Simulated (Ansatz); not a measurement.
Crystal: Ta4O.

```
Ta O
1.0
     3.25750    0.00000    0.00000
     0.00000    3.25750    0.00000
     0.00000    0.00000    7.40934
Ta O
4 1
Direct
  0.00000 0.00000 0.00000
  0.50000 0.50000 0.21684
  0.50000 0.50000 0.78316
  0.00000 0.00000 0.50000
  0.50000 0.50000 0.50000
```

The cell comes from a database or a generator and needn't be the stable form of this composition.

| Item | Value |
| --- | --- |
| Program | Ansatz 0.2.0 |
| Task | single point |
| Functional | PBE |
| Potentials or basis | Ansatz PAW |
| Cutoff | 420 eV (not typed: the program's choice for these potentials) |
| k mesh | 8 × 8 × 4 |
| Occupations | fermi-dirac, width 0.05 eV |
| Spin | no spin polarisation |

On this cell: pressure -0.7 GPa; largest force 0.018 eV/Å; band gap on the k mesh none (metal or under the smearing width).

The same run follows on a disturbed copy (atoms moved at random, drawn with an rms of 0.05 Å):

```
Ta O
1.0
     3.25750    0.00000    0.00000
     0.00000    3.25750    0.00000
     0.00000    0.00000    7.40934
Ta O
4 1
Cartesian
  0.0039 -0.0260 0.0036
  1.6137 1.6212 1.6214
  1.6072 1.6516 5.8261
  -0.0108 0.0416 3.6412
  1.6055 1.6020 3.6732
```

What changes?

The energy (extrapolated to zero smearing) moves by +13.0 meV/atom; pressure -0.2 GPa; largest force 0.996 eV/Å; band gap on the k mesh none (metal or under the smearing width).

Forces on the atoms (eV/Å):
```
Ta  -0.302  0.458  0.101
Ta   0.168 -0.049 -0.764
Ta   0.204 -0.303 -0.718
Ta  -0.089 -0.327  0.410
O    0.019  0.222  0.971
```

Stress tensor (GPa, compression positive):
```
-0.01  0.05 -0.10
 0.05 -0.23  0.31
-0.10  0.31 -0.28
```
